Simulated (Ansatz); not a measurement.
# SnH2O2 (SMILES [OH][Sn][OH]): MP2/def2-SVP (core potential)

What is the vertical ionisation energy of SnH2O2 at MP2/def2-SVP (core potential)? 

Program for the calculation: Ansatz 0.2.0.

45 further runs of the same task are left out: 45 set aside as unsound or not needed.

### Step 1. Starting point

SnH2O2: 5 atoms, total charge 0, spin state singlet. As SMILES, `[OH][Sn][OH]`. The coordinates come from a PBE0-D4/def2-TZVP relaxation. This is one conformer, not always the lowest.

Bond lengths: O1–Sn2 1.987 Å, Sn2–O3 1.966 Å, O1–H4 0.960 Å, O3–H5 0.964 Å. Angles: O1–Sn2–O3 91.9°, Sn2–O1–H4 116.9°, Sn2–O3–H5 111.9°.

### Step 2. A single-point energy at MP2/def2-SVP (core potential)

The input, run.yaml:

```yaml
crystal:
  periodic: [false, false, false]
  atoms:
    - {symbol: O, position_ang: [-0.984300, 0.177800, -0.613800]}
    - {symbol: Sn, position_ang: [-0.153700, -0.943900, 0.800900]}
    - {symbol: O, position_ang: [1.561800, 0.002900, 0.636100]}
    - {symbol: H, position_ang: [-1.901200, -0.005600, -0.831400]}
    - {symbol: H, position_ang: [1.527200, 0.695100, -0.033300]}
basis:
  gaussian: {orbitals: def2-SVP}
correlation: {method: mp2, frozen_orbitals: {H: 0, O: 1, Sn: 4}}
accuracy: high
```

Command:

```console
$ ansatz run run.yaml --threads 1 --pin off --max-ram 3480MiB --events-out events.jsonl --progress --plain --runs-dir runs
```

What it wrote:

```text
Warning: RAYON_NUM_THREADS=1 ignored (pool sized by the plan → 1); use --threads N
Functional definition: HF
  name "HF"
  exchange = exact_x
  correlation = 0
1456 factors; integrals over basis functions are off by at most 3.2e-9 eV
mean field evaluation 1: about -9903.8461 eV, gradient 5.1e1 eV
mean field evaluation 2: about -9903.9374 eV, gradient 5.1e1 eV
mean field evaluation 4: about -9909.0216 eV, gradient 2.3e0 eV
mean field evaluation 8: about -9909.0684 eV, gradient 1.7e-1 eV
mean field evaluation 16: about -9909.0686 eV, gradient 2.0e-8 eV
mean field -9909.06864491 eV, -364.1515560924 hartree, gradient 2.0e-8 eV, S^2 0.000000; 0 other end points of the search recorded, 0 dependent functions left out
6 core orbitals not correlated: weight in the atoms' cores, before any rotation towards them, 1.000 or more for the frozen orbitals, at most 0.000 for the correlated occupied ones
reference -9909.06864491 eV, -364.1515560924 hartree; 14, 14 occupied and 44, 44 virtual orbitals, 1456 factors
second order -12.95017218 eV of doubles, -0.00000000 eV of singles
Total energy: -9922.01881709 eV, -364.6274661420 hartree
```

Run time: 2.7 s. Hardware: 1 thread of Arm Neoverse V1, shared host; peak memory 0.14 GiB.

### Step 3. The doublet cation

The input, input.yaml:

```yaml
crystal:
  periodic: [false, false, false]
  atoms:
    - {symbol: O, position_ang: [-0.984300, 0.177800, -0.613800]}
    - {symbol: Sn, position_ang: [-0.153700, -0.943900, 0.800900]}
    - {symbol: O, position_ang: [1.561800, 0.002900, 0.636100]}
    - {symbol: H, position_ang: [-1.901200, -0.005600, -0.831400]}
    - {symbol: H, position_ang: [1.527200, 0.695100, -0.033300]}
basis:
  gaussian:
    orbitals: def2-SVP
total_charge: 1
magnetization:
  spin_polarized: true
  initial_magnetization: 1
correlation:
  method: mp2
  frozen_orbitals: {H: 0, O: 1, Sn: 4}
accuracy: high
```

Command:

```console
$ ansatz run input.yaml --threads 1 --pin off --max-ram 3480MiB --events-out events.jsonl --progress --plain --runs-dir runs
```

What it wrote:

```text
Warning: RAYON_NUM_THREADS=1 ignored (pool sized by the plan → 1); use --threads N
[... 4 set-up lines as earlier in the session ...]
1456 factors; integrals over basis functions are off by at most 3.2e-9 eV
mean field evaluation 1: about -9887.2442 eV, gradient 5.5e1 eV
mean field evaluation 2: about -9887.3444 eV, gradient 5.5e1 eV
mean field evaluation 4: about -9899.7795 eV, gradient 3.6e0 eV
mean field evaluation 8: about -9900.0364 eV, gradient 7.2e-1 eV
mean field evaluation 16: about -9900.1376 eV, gradient 2.0e-1 eV
mean field evaluation 32: about -9888.3915 eV, gradient 3.3e1 eV
mean field evaluation 64: about -9899.6908 eV, gradient 9.2e-2 eV
mean field evaluation 96: about -9890.3467 eV, gradient 2.4e1 eV
mean field evaluation 128: about -9894.2437 eV, gradient 3.0e0 eV
mean field evaluation 160: about -9900.0836 eV, gradient 4.9e-1 eV
mean field evaluation 192: about -9900.1416 eV, gradient 1.5e-6 eV
mean field -9900.14158466 eV, -363.8234926792 hartree, gradient 3.6e-8 eV, S^2 0.835026; 10 other end points of the search recorded, 0 dependent functions left out
6 core orbitals not correlated: weight in the atoms' cores, before any rotation towards them, 1.000 or more for the frozen orbitals, at most 0.000 for the correlated occupied ones
reference -9900.14158466 eV, -363.8234926792 hartree; 14, 13 occupied and 44, 45 virtual orbitals, 1456 factors
second order -12.12001455 eV of doubles, -0.00000000 eV of singles
Total energy: -9912.26159921 eV, -364.2688949987 hartree
```

It took 9.3 s on 1 thread of Arm Neoverse V1, shared host; peak memory 0.25 GiB.

### Step 4. Results

Level: MP2/def2-SVP (core potential), 6 core orbitals frozen.

| quantity | value |
| --- | --- |
| singlet SnH2O2: total energy | -364.62747 Eh |
| singlet SnH2O2: correlation energy (6 core orbitals frozen) | -475.9 mEh |
| doublet cation: total energy | -364.26889 Eh |
| doublet cation: correlation energy (6 core orbitals frozen) | -445.4 mEh |
| doublet cation: ⟨S²⟩ of the reference determinant | 0.835 |
| vertical ionisation energy (to the doublet cation) | 9.757 eV |

In words: The vertical ionisation energy comes to 9.76 eV (225 kcal/mol).
